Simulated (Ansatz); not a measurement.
# Mg2GeN3: the cost of one run

Program: Ansatz 0.2.0. Level of theory: DFT PBE, scalar-relativistic, plane waves, PAW, unless a step names another level. These are calculated values, not measurements.

### 1 The starting structure

Symmetry: P-3m1, No. 164, trigonal system. The conventional cell has a = 3.003 Å, b = 3.003 Å, c = 7.729 Å, α = 90.00°, β = 90.00°, γ = 120.00°. Mg (site symmetry 3m) is surrounded by 6 N at 2.16 to 2.27 Å. Ge (site symmetry -3m) is surrounded by 6 N at 2.06 Å. N (site symmetry 3m) is surrounded by 3 Ge at 2.06 Å and 3 Mg at 2.27 Å. Around N (site symmetry -3m) lie 6 Mg at 2.16 Å.

As a file:

```xyz
6
Lattice="3.0032 0.0000 0.0000 -1.5016 2.6009 0.0000 0.0000 0.0000 7.7285" Properties=species:S:1:pos:R:3 pbc="T T T"
Mg    0.0000    1.7339    5.1581
Mg    1.5016    0.8670    2.5704
Ge    0.0000    0.0000    0.0000
N     0.0000    1.7339    1.1115
N     1.5016    0.8670    6.6170
N     0.0000    0.0000    3.8643
```

It came out lowest among 21 distinct ends of the trial cells. At a tolerance of 0.05 Å it has space group P-3m1 (No. 164).

### 2 A stricter relaxation, on the response runs' mesh and smearing

Contents of input.yaml:

```yaml
crystal:
  lattice:
    - [3.0032302472, 0.0, 0.0]
    - [-1.5016151236, 2.6008736875, 0.0]
    - [0.0, 0.0, 7.7285018393]
  atoms:
    - { symbol: Mg, position: [0.3333333333, 0.6666666667, 0.6674184204] }
    - { symbol: Mg, position: [0.6666666667, 0.3333333333, 0.3325815796] }
    - { symbol: Ge, position: [0.0, 0.0, 0.0] }
    - { symbol: "N", position: [0.3333333333, 0.6666666667, 0.1438157199] }
    - { symbol: "N", position: [0.6666666667, 0.3333333333, 0.8561842801] }
    - { symbol: "N", position: [0.0, 0.0, 0.5] }
basis:
  ecutwfc: 420
kpoints:
  mp_grid: { grid: [12, 12, 4] }
hamiltonian:
  xc: pbe
scf:
  occupations: { method: gaussian, width: 0.1 }
output:
  forces: true
  stress: true
  eigenvalues: true
relax:
  adjacent_minimum: "off"
  f_tol: 0.001
  max_steps: 60
  cell: { stress_tol: 0.01 }
```

Command:

```
> ansatz run input.yaml --threads 3 --pin off --max-ram 7680MiB --backend cpu --events-out ev --progress --plain --runs-dir out
```

Q: Estimate wall time and peak memory on 3 threads of Intel Xeon Platinum 8375C at 2.90GHz (Ice Lake), shared host.

About 15 s, with a peak of 0.5 GiB.
